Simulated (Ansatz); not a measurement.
# MgSe3: the cost of one run

Program: Ansatz 0.2.0. Level of theory: DFT PBE, scalar-relativistic, plane waves, PAW. These are calculated values, not measurements.

### Step 1. The structure to begin with

Symmetry: P6/mmm, No. 191, hexagonal system. The conventional cell has a = 4.624 Å, b = 4.624 Å, c = 6.448 Å, α = 90.00°, β = 90.00°, γ = 120.00°. Around Mg (site symmetry 6/mmm) lie 6 Se at 2.31 Å. Around Se (site symmetry mmm) lie 4 Se at 2.31 Å and 2 Mg at 2.31 Å.

Structure file:

```xyz
4
Lattice="4.6238 0.0000 0.0000 -2.3119 4.0044 0.0000 0.0000 0.0000 6.4478" Properties=species:S:1:pos:R:3 pbc="T T T"
Mg    0.0000    0.0000    3.2239
Se    2.3119    0.0000    3.2239
Se   -1.1560    2.0022    3.2239
Se    1.1560    2.0022    3.2239
```

Recipe of the guess: random cell by space group and Wyckoff sites (P6/mmm, No. 191). Its size is a rough estimate.

### Step 2. The guess as it stands, on a coarse mesh

The input, input.yaml:

```yaml
crystal:
  lattice:
    - [4.62384899, 0.0, 0.0]
    - [-2.3119245, 4.00437069, 0.0]
    - [0.0, 0.0, 6.44781324]
  atoms:
    - { symbol: Mg, position: [0.0, 0.0, 0.5] }
    - { symbol: Se, position: [0.5, 0.0, 0.5] }
    - { symbol: Se, position: [0.0, 0.5, 0.5] }
    - { symbol: Se, position: [0.5, 0.5, 0.5] }
basis:
  ecutwfc: 420
kpoints:
  mp_grid: { grid: [6, 6, 4] }
hamiltonian:
  xc: pbe
scf:
  occupations: { method: gaussian, width: 0.1 }
  lower_state_search: "off"
output:
  forces: true
  stress: true
  eigenvalues: true
```

On the command line:

```sh
$ ansatz run input.yaml --threads 1 --pin off --max-ram 2560MiB --backend cpu --events-out ev --progress --plain --runs-dir out
```

Q: Estimate wall time and peak memory on 1 thread of Intel Xeon at 2.70GHz, shared host.

About 5.1 s, with a peak of 0.41 GiB.
